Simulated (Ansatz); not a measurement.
# C2H7Ga: basis-set convergence

How large a basis does C2H7Ga need? Two functionals are run in growing sets.

Computed with Ansatz 0.2.0, Gaussian basis. Level: one geometry, several basis sets.

Plan: PBE0-D4/def2-SVP; ωB97M-V/def2-SVP; PBE0-D4/def2-QZVPP; ωB97M-V/def2-QZVPP; the functionals' def2-TZVPP values are taken from earlier runs.

## Step 1: The geometry

All runs share one geometry, relaxed beforehand with PBE0-D4 in a triple-zeta def2 set.

10 atoms, charge 0, spin multiplicity 1.

Atoms are counted from 1 here; the program's logs count them from 0.

Bond lengths: C1–C2 1.531 Å, C1–H4 1.094 Å, C1–H5 1.094 Å, C1–H6 1.094 Å, C2–Ga3 1.978 Å, C2–H7 1.093 Å, C2–H8 1.094 Å, Ga3–H9 1.576 Å, Ga3–H10 1.576 Å. Angles: C2–C1–H4 111.5°, C2–C1–H5 112.0°, C2–C1–H6 112.0°, H4–C1–H5 106.9°, H4–C1–H6 106.9°, H5–C1–H6 107.3°, C1–C2–Ga3 111.1°, C1–C2–H7 109.9°, C1–C2–H8 109.9°, Ga3–C2–H7 109.5°, Ga3–C2–H8 109.3°, H7–C2–H8 107.1°, C2–Ga3–H9 120.8°, C2–Ga3–H10 120.5°, H9–Ga3–H10 118.6°.

As a file:

```
atom    x (Å)    y (Å)    z (Å)
  C1  -1.0249   0.4507  -0.6285
  C2  -0.0926  -0.6840  -0.1951
 Ga3   1.3680  -0.0068   0.9545
  H4  -1.8346   0.0836  -1.2664
  H5  -0.4953   1.2205  -1.1976
  H6  -1.4939   0.9450   0.2275
  H7  -0.6595  -1.4460   0.3467
  H8   0.3369  -1.1690  -1.0763
  H9   1.2015   0.0515   2.5205
 H10   2.6946   0.5544   0.3147
```

## Step 2: PBE0-D4 in def2-SVP

Input file in.yaml:

```yaml
crystal:
  periodic: [false, false, false]
  atoms:
    - {symbol: C, position_ang: [-1.024898, 0.450708, -0.628544]}
    - {symbol: C, position_ang: [-0.092637, -0.683977, -0.195141]}
    - {symbol: Ga, position_ang: [1.367961, -0.006803, 0.954537]}
    - {symbol: H, position_ang: [-1.834647, 0.083618, -1.266383]}
    - {symbol: H, position_ang: [-0.495348, 1.220519, -1.197584]}
    - {symbol: H, position_ang: [-1.493898, 0.944959, 0.227465]}
    - {symbol: H, position_ang: [-0.659540, -1.445994, 0.346680]}
    - {symbol: H, position_ang: [0.336930, -1.168968, -1.076297]}
    - {symbol: H, position_ang: [1.201455, 0.051544, 2.520533]}
    - {symbol: H, position_ang: [2.694621, 0.554406, 0.314745]}
basis:
  gaussian: {orbitals: def2-SVP}
hamiltonian: {xc: pbe0, dispersion: d4}
output: {orbitals: {seedname: orbitals}}
```

The run is started by

```
ansatz run in.yaml --threads 4 --pin off --events-out ev --progress --plain --max-ram 10444MiB
```

After this run come: ωB97M-V in def2-SVP; PBE0-D4 in def2-QZVPP; ωB97M-V in def2-QZVPP.

**Question.** What will the summary of the whole plan be? Wanted: PBE0-D4: double and triple zeta above quadruple; ωB97M-V: double and triple zeta above quadruple.

**Answer**, as computed:

| quantity | value |
| --- | --- |
| PBE0-D4: double and triple zeta above quadruple | 10.43, 1.32 eV |
| ωB97M-V: double and triple zeta above quadruple | 10.56, 1.29 eV |

What this shows: For PBE0-D4 the step from double to triple zeta gains 9.11 eV and the next only 1.32 eV. Total energies overstate the basis error of differences, where much of it tends to cancel.
